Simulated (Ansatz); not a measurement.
# MnPt3: the cost of one run

Computed with the Python package of Ansatz 0.2.0. Level of theory: DFT r2SCAN, plane waves, PAW.

### 1 The structure

Symmetry: Pm-3m, No. 221, cubic system. The conventional cell has a = 3.900 Å, b = 3.900 Å, c = 3.900 Å, α = 90.00°, β = 90.00°, γ = 90.00°. Mn (site symmetry m-3m) has 12 Pt at 2.76 Å in its first shell of neighbours. Pt (site symmetry 4/mmm) is surrounded by 4 Mn at 2.76 Å and 8 Pt at 2.76 Å.

The script holds or builds the structure itself.

### 2 Script

eos_mnpt3.py

```python
"""Energy against volume for MnPt3, with a fit."""

import warnings

import ansatz as az
import numpy as np
from pymatgen.analysis.eos import EOS

vectors0 = np.array([
    [3.9, 0.0, 0.0],
    [0.0, 3.9, 0.0],
    [0.0, 0.0, 3.9],
])
sites = [
    ("Mn", [0.0, 0.0, 0.0], 2.8),
    ("Pt", [0.0, 0.5, 0.5], 0.0),
    ("Pt", [0.5, 0.0, 0.5], 0.0),
    ("Pt", [0.5, 0.5, 0.0], 0.0),
]


def crystal_on(cell):
    crystal = az.Crystal(lattice=az.Lattice.of(cell))
    for symbol, position, moment in sites:
        crystal = crystal.atom(symbol, position, moment=moment or None)
    return crystal

warnings.simplefilter("ignore", az.DeckWarning)

# scale the volume, keep shape and fractions
volumes, energies = [], []
for scale in np.linspace(0.9, 1.1, 9):
    cell = vectors0 * scale ** (1 / 3)
    setup = crystal_on(cell).calculation()
    setup = setup.functional("r2scan")
    setup = setup.pseudopotentials("paw")
    setup = setup.basis(650)
    setup = setup.occupations("Fermi-Dirac", width=150 * az.meV)
    setup = setup.spin(az.SpinTreatment.COLLINEAR).scf(tolerance=1e-09)
    setup = setup.kpoints(6, 6, 6)
    r = setup.run().report
    volumes.append(abs(np.linalg.det(cell)) / len(sites))
    energies.append(r["free_energy_ev"] / len(sites))
    print(f"V = {volumes[-1]:8.4f} A^3/atom  F = {energies[-1]:.5f} eV/atom")

for form in ["birch_murnaghan"]:
    fit = EOS(eos_name=form).fit(volumes, energies)
    print(f"{form:18s} V0 {fit.v0:8.4f} A^3/atom  B0 {fit.b0_GPa:7.1f} GPa  B1 {fit.b1:5.2f}")
```

### 3 The input behind the calls

The engine receives this input (first run):

```yaml
crystal:
  lattice:
    - [3.765408599961956, 0.0, 0.0]
    - [0.0, 3.765408599961956, 0.0]
    - [0.0, 0.0, 3.765408599961956]
  atoms:
    - { symbol: Mn, position: [0.0, 0.0, 0.0], spin: 2.8 }
    - { symbol: Pt, position: [0.0, 0.5, 0.5] }
    - { symbol: Pt, position: [0.5, 0.0, 0.5] }
    - { symbol: Pt, position: [0.5, 0.5, 0.0] }
basis:
  ecutwfc: 650.0
kpoints:
  mp_grid:
    grid: [6, 6, 6]
hamiltonian:
  xc: r2scan
  pseudopotentials:
    kind: paw
magnetization:
  spin_polarized: true
scf:
  convergence:
    dr2_threshold: 1.0e-09
  occupations:
    method: fermi_dirac
    width: 0.15
```

### 4 Launch

Started as:

```console
python eos_mnpt3.py
```

**Question.** How long does this script take on 1 thread of Arm Neoverse V2, shared host, and how much memory does it need?

About 6 min, with a peak of 0.8 GiB.
